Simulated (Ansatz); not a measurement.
# YSi2: energy over volume and cell shape

A grid of calculations on YSi2 (P6/mmm, No. 191; 3 atoms in the cell), to see where the energy is lowest and how it rises around there.

Computed with Ansatz 0.2.0 (DFT PBEsol, scalar-relativistic, plane waves, PAW, unless a step's input says otherwise).

39 further runs of the same task are left out: 39 set aside as unsound or not needed.

## (1) The system as given

Symmetry: P6/mmm, No. 191, hexagonal system. Conventional cell: a = 4.062 Å, b = 4.062 Å, c = 3.902 Å, α = 90.00°, β = 90.00°, γ = 120.00°. Y (site symmetry 6/mmm) has 12 Si at 3.05 Å as nearest neighbours. Around Si (site symmetry -6m2) lie 3 Si at 2.35 Å and 6 Y at 3.05 Å.

As a file:

```
CELL_PARAMETERS angstrom
4.06250 0.00000 0.00000
-2.03125 3.51822 0.00000
0.00000 0.00000 3.90238
ATOMIC_POSITIONS crystal
Y 0.00000 0.00000 0.00000
Si 0.33333 0.66667 0.50000
Si 0.66667 0.33333 0.50000
```

It is the result of an earlier relaxation at this level (volume 18.59 Å³/atom; gap on the mesh: none (metal)).

## (3) Plan of the scan

The energy is mapped over volume and the cell's shape.

First coordinate, volume per atom: 9 values from 15.62 to 21.57 Å³. Second coordinate, c/a of the conventional cell: 9 values from 0.852 to 1.084.

Nothing else is relaxed (symmetry fixes all fractional coordinates). Energies count from the relaxed crystal. Points are written as (first, second).

(The set-up runs are not shown.)

## (4) The run at (15.62 Å³, 1.052)

File input.yaml:

```yaml
crystal:
  lattice:
    - [3.7192866572, 0.0, 0.0]
    - [-1.8596433286, 3.2209967291, 0.0]
    - [0.0, 0.0, 3.91082992]
  atoms:
    - { symbol: "Y", position: [0.0, 0.0, 0.0] }
    - { symbol: Si, position: [0.3333333333, 0.6666666667, 0.5] }
    - { symbol: Si, position: [0.6666666667, 0.3333333333, 0.5] }
basis:
  ecutwfc: 420
kpoints:
  mp_grid: { grid: [12, 12, 12] }
hamiltonian:
  xc: pbesol
scf:
  occupations: { method: methfessel_paxton, width: 0.35 }
output:
  forces: true
  stress: true
  eigenvalues: true
```

Launch:

```bash
$ ansatz run input.yaml --threads 1 --pin off --max-ram 2048MiB --backend cpu --events-out ev --progress --plain --runs-dir out
```

The session goes on with these runs: the other points that were computed.

What does the calculation give? Wanted: lowest point; highest computed point; pressure.

As calculated:

| quantity | value |
| --- | --- |
| lowest point | (18.59 Å³, 0.961), 0 meV/atom |
| highest computed point | (15.62 Å³, 1.084), 323 meV/atom above the lowest |
| pressure (GPa) | −10.3 at (21.57 Å³, 0.852) to 29.9 at (15.62 Å³, 1.084); 0.0 at the lowest point |
| time for all points | 6.3 min on 1 thread, shared host |

The lowest computed point is at (18.59 Å³, 0.961), which is the relaxed crystal itself. The grid shows no other well, apart from its symmetry copies. The highest computed point, (15.62 Å³, 1.084), lies 323 meV/atom above the lowest. Round the minimum the valley is somewhat tilted: raising volume per atom shifts the best value of c/a of the conventional cell upwards (coupling k₁₂/√(k₁₁k₂₂) about −0.1).
